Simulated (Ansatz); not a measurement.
# C2H6OSSi: one species, many methods

Aim: compute C2H6OSSi with functionals from several rungs and with coupled cluster, and see how far each lands from CCSD(T) at the basis-set limit for the atomisation energy.

Program: Ansatz 0.2.0, Gaussian basis. Level of theory: functionals in def2-TZVPP, the program's frozen cores in correlated methods. These are calculated values, not measurements.

Levels to be run: PBE-D4, r2SCAN-D4, PBE0-D4, B3LYP-D4, ωB97X-V, ωB97M-V, B2PLYP; CCSD(T)/def2-TZVPP; MP2/def2-QZVPP; extrapolation to the limit.

## Step 1: The relaxed structure

The geometry comes from an earlier relaxation with PBE0-D4 in a triple-zeta def2 set; it is a stationary point, not always the lowest conformer.

SMILES `C[Si]1(S)CO1`, 11 atoms, charge 0, spin multiplicity 1.

Atoms are counted from 1 here; the program's logs count them from 0.

Bond lengths: C1–Si2 1.848 Å, C1–H6 1.092 Å, C1–H7 1.091 Å, C1–H8 1.093 Å, Si2–S3 2.118 Å, Si2–C4 1.801 Å, Si2–O5 1.652 Å, S3–H9 1.344 Å, C4–O5 1.493 Å, C4–H10 1.089 Å, C4–H11 1.089 Å. Angles: Si2–C1–H6 111.0°, Si2–C1–H7 109.7°, Si2–C1–H8 110.4°, H6–C1–H7 108.9°, H6–C1–H8 108.2°, H7–C1–H8 108.6°, C1–Si2–S3 108.9°, C1–Si2–C4 125.0°, C1–Si2–O5 119.1°, S3–Si2–C4 122.9°, S3–Si2–O5 117.9°, C4–Si2–O5 51.0°, Si2–S3–H9 93.6°, Si2–C4–O5 59.3°, Si2–C4–H10 122.2°, Si2–C4–H11 123.1°, O5–C4–H10 112.3°, O5–C4–H11 112.4° and more.

Geometry (Å):

```xyz
11
charge 0, multiplicity 1
C    -1.3291   -0.6931   -0.8860
Si    0.1612    0.1341   -0.1719
S     1.5917    0.4149   -1.7085
C     0.5860    0.1666    1.5783
O    -0.0444    1.3519    0.9250
H    -1.0660   -1.6537   -1.3341
H    -2.0685   -0.8607   -0.1009
H    -1.7786   -0.0668   -1.6603
H     2.4630    1.0404   -0.8991
H     1.5964    0.3748    1.9258
H    -0.0462   -0.2654    2.3523
```

## Step 2: PBE-D4 (GGA)

The input, in.yaml:

```yaml
crystal:
  periodic: [false, false, false]
  atoms:
    - {symbol: C, position_ang: [-1.329138, -0.693140, -0.885978]}
    - {symbol: Si, position_ang: [0.161157, 0.134096, -0.171931]}
    - {symbol: S, position_ang: [1.591722, 0.414855, -1.708520]}
    - {symbol: C, position_ang: [0.585990, 0.166644, 1.578336]}
    - {symbol: O, position_ang: [-0.044435, 1.351940, 0.924990]}
    - {symbol: H, position_ang: [-1.065993, -1.653703, -1.334141]}
    - {symbol: H, position_ang: [-2.068546, -0.860659, -0.100942]}
    - {symbol: H, position_ang: [-1.778552, -0.066799, -1.660281]}
    - {symbol: H, position_ang: [2.462977, 1.040401, -0.899063]}
    - {symbol: H, position_ang: [1.596409, 0.374752, 1.925845]}
    - {symbol: H, position_ang: [-0.046189, -0.265386, 2.352284]}
basis:
  gaussian: {orbitals: def2-TZVPP}
hamiltonian: {xc: pbe, dispersion: d4}
output: {forces: true, orbitals: {seedname: orbitals}}
```

Run with:

```bash
> ansatz run in.yaml --threads 4 --pin off --events-out ev --progress --plain --max-ram 10444MiB
```

After this run come: r2SCAN-D4 (meta-GGA); PBE0-D4 (hybrid); B3LYP-D4 (hybrid); ωB97X-V (range-separated); ωB97M-V (range-separated); B2PLYP (double hybrid); CCSD(T) in def2-TZVPP; MP2 in def2-QZVPP.

**Question.** What will the summary of the whole plan be? Wanted: atomisation energy, CCSD(T)/CBS; farthest; mean size of error, hybrid; mean size of error, range-separated; gap, smallest and largest; T1 diagnostic; triples share of the correlation energy.

**Answer**, as computed:

| quantity | value |
| --- | --- |
| atomisation energy, CCSD(T)/CBS | 4101.8 kJ/mol |
| functionals within 20.5 kJ/mol (0.5 %) | PBE0-D4, B3LYP-D4, ωB97X-V, ωB97M-V |
| farthest | PBE-D4 (+81.6 kJ/mol) |
| mean size of error, hybrid | 11.7 kJ/mol |
| mean size of error, range-separated | 18.0 kJ/mol |
| gap, smallest and largest | 5.21 eV (PBE-D4), 11.85 eV (ωB97X-V) |
| T1 diagnostic | 0.0124 |
| triples share of the correlation energy | 4.2 % |

What this shows: PBE-D4 is off by +81.6 kJ/mol. Double hybrids carry the basis error of their MP2 part in triple zeta, and no dispersion term here, so their miss is partly the set-up's. The reference freezes the cores and leaves out relativity and excitations past (T), so misses under about 20.5 kJ/mol can't be ranked. Hartree-Fock recovers 72 % of the binding; the rest is correlation. Orbital gaps span 5.2 to 11.9 eV; exact exchange widens them.
